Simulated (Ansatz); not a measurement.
# BrH4NSi: interaction energy of a dimer with the counterpoise correction in Python

How strongly do two molecules of BrH4NSi bind, and how much of that is basis error? A script is to give the interaction energy of a dimer with the counterpoise correction; the system is BrH4NSi.

Computed with the Python package of Ansatz 0.2.0. Level of theory: Hartree-Fock/def2-SVP.

**1. The system**

Bond lengths: N1–Si2 1.656 Å, Si2–Br3 2.203 Å, N1–H4 1.026 Å, N1–H5 1.073 Å, Si2–H6 1.481 Å, Si2–H7 1.491 Å. Angles: N1–Si2–Br3 106.0°, N1–Si2–H6 109.0°, N1–Si2–H7 107.2°, Br3–Si2–H6 110.1°, Br3–Si2–H7 110.5°, H6–Si2–H7 113.6°, Si2–N1–H4 107.0°, Si2–N1–H5 108.1°, H4–N1–H5 102.1°.

The script holds or builds the structure itself.

**2. Script**

run_dimer.py

```python
"""Binding of a BrH4NSi dimer at a trial geometry."""

import ansatz as az

FIRST = [
    ("N", (-0.9721, -0.4822, -0.231)),
    ("Si", (0.4949, -0.0565, 0.4076)),
    ("Br", (1.2045, 1.6537, -0.7867)),
    ("H", (-0.8311, -0.624, -1.2371)),
    ("H", (-1.6075, 0.3828, -0.2119)),
    ("H", (0.3052, 0.3508, 1.8189)),
    ("H", (1.4058, -1.2248, 0.24)),
]
SECOND = [
    ("N", (2.2704, -4.4316, 0.6965)),
    ("Si", (0.896, -3.8204, 1.3882)),
    ("Br", (-0.2881, -5.5638, 2.031)),
    ("H", (1.9723, -5.1013, -0.0212)),
    ("H", (2.7498, -5.0692, 1.4148)),
    ("H", (1.2725, -2.999, 2.5617)),
    ("H", (0.1714, -3.0571, 0.3322)),
]

def energy(atoms, ghosts=()):
    molecule = az.Crystal.molecule()
    for symbol, xyz in atoms:
        molecule = molecule.atom(symbol, xyz)
    calc = (
        molecule.calculation()
        .basis(gaussian="def2-SVP")
        .functional("hf")
    )
    deck = calc.input()
    if ghosts:
        deck = deck.set(az.key.basis.gaussian.ghost_atoms, [{"symbol": s, "position_ang": list(xyz)} for s, xyz in ghosts])
    return az.Session.from_dict(deck).plan().execute().report["free_energy_ev"]

# monomers in their own basis and in the basis of the dimer
both = energy(FIRST + SECOND)
alone = energy(FIRST) + energy(SECOND)
ghosted = energy(FIRST, SECOND) + energy(SECOND, FIRST)
print(f"dimer {both:.6f} eV")
print(f"interaction, uncorrected   {23.060548 * (both - alone):8.3f} kcal/mol")
print(f"interaction, counterpoise  {23.060548 * (both - ghosted):8.3f} kcal/mol")
print(f"basis-set superposition    {23.060548 * (alone - ghosted):8.3f} kcal/mol")
```

**3. The input behind the calls**

The engine receives this input (first run):

```yaml
crystal:
  periodic: [false, false, false]
  atoms:
    - { symbol: "N", position_ang: [-0.9721, -0.4822, -0.231] }
    - { symbol: Si, position_ang: [0.4949, -0.0565, 0.4076] }
    - { symbol: Br, position_ang: [1.2045, 1.6537, -0.7867] }
    - { symbol: H, position_ang: [-0.8311, -0.624, -1.2371] }
    - { symbol: H, position_ang: [-1.6075, 0.3828, -0.2119] }
    - { symbol: H, position_ang: [0.3052, 0.3508, 1.8189] }
    - { symbol: H, position_ang: [1.4058, -1.2248, 0.24] }
    - { symbol: "N", position_ang: [2.2704, -4.4316, 0.6965] }
    - { symbol: Si, position_ang: [0.896, -3.8204, 1.3882] }
    - { symbol: Br, position_ang: [-0.2881, -5.5638, 2.031] }
    - { symbol: H, position_ang: [1.9723, -5.1013, -0.0212] }
    - { symbol: H, position_ang: [2.7498, -5.0692, 1.4148] }
    - { symbol: H, position_ang: [1.2725, -2.999, 2.5617] }
    - { symbol: H, position_ang: [0.1714, -3.0571, 0.3322] }
basis:
  gaussian:
    orbitals: def2-SVP
hamiltonian:
  xc: hf
```

**4. The run**

The run is started by

```console
$ python run_dimer.py
```

**Question.** How large is the interaction at this pose, and how much of it is basis-set superposition?

**Answer**, as computed:

| quantity | value |
| --- | --- |
| interaction energy, uncorrected | 3.372 kcal/mol |
| interaction energy, counterpoise | 4.141 kcal/mol |
| runs compared | 5 |

**Reading.** The pair is unbound at this geometry and level. Uncorrected it is 3.372 kcal/mol, with the counterpoise correction 4.141 kcal/mol; the difference, 0.77 kcal/mol, is the superposition error. The pose is repulsive. What to keep in mind:
- The dimer is a generated trial pose of unrelaxed monomers, not a minimum, so the figure is no binding energy, and the basis set is small.
- This level lacks the dispersion part of the attraction (electrostatics and induction are there), which can decide the sign where the interaction is weak.
